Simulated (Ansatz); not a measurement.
Crystal: LaMnIn.

```
La In Mn
1.0
     4.59334    0.00000    0.00000
    -2.29667    3.97795    0.00000
     0.00000    0.00000    4.09656
La In Mn
1 1 1
Direct
  0.00000 0.00000 0.00000
  0.33333 0.66667 0.50000
  0.66667 0.33333 0.50000
```

The cell comes from a database or a generator and needn't be the stable form of this composition.

Alike in all runs: program Ansatz 0.2.0; functional PBE; potentials or basis Ansatz PAW; cutoff 420 eV (not typed: the program's choice for these potentials); k mesh 6 × 6 × 6; occupations fermi-dirac, width 0.05 eV.

Starts and where they ended:

| start | free energy over the lowest (meV/atom) | net moment (μB) | site or absolute moments (μB) | gap |
| --- | --- | --- | --- | --- |
| collinear spin, ferromagnetic start of up to 1 μB; fixed moment 1 | 233.5 | 1.00 | La -0.45; In -0.13; Mn +2.43 | - |
| collinear spin, ferromagnetic start of up to 4 μB; fixed moment 4 | 27.0 | 4.00 | La -0.00; In -0.01; Mn +3.68 | - |
| collinear spin, ferromagnetic start of up to 6 μB; fixed moment 6 | 266.2 | 6.00 | La +0.45; In +0.09; Mn +4.09 | - |
| collinear spin, ferromagnetic start of up to 2 μB; fixed moment 2 | 84.2 | 2.00 | La -0.38; In -0.11; Mn +3.10 | - |
| collinear spin, ferromagnetic start of up to 3 μB; fixed moment 3 | 0.0 | 3.00 | La -0.22; In -0.06; Mn +3.51 | - |
| collinear spin, program default start; fixed moment 0 | 363.2 | 0.00 | - | - |
| collinear spin, ferromagnetic start of up to 5 μB; fixed moment 5 | 109.2 | 5.00 | La +0.21; In +0.04; Mn +3.89 | - |
| collinear spin, ferromagnetic start of up to 8 μB; fixed moment 8 | 970.8 | 8.00 | La +0.96; In +0.22; Mn +4.44 | - |

All polarised runs hold their moment fixed, so the table maps the energy against it. A still lower state may exist.

Caveats: the total moment is fixed, so each spin has its own Fermi level.
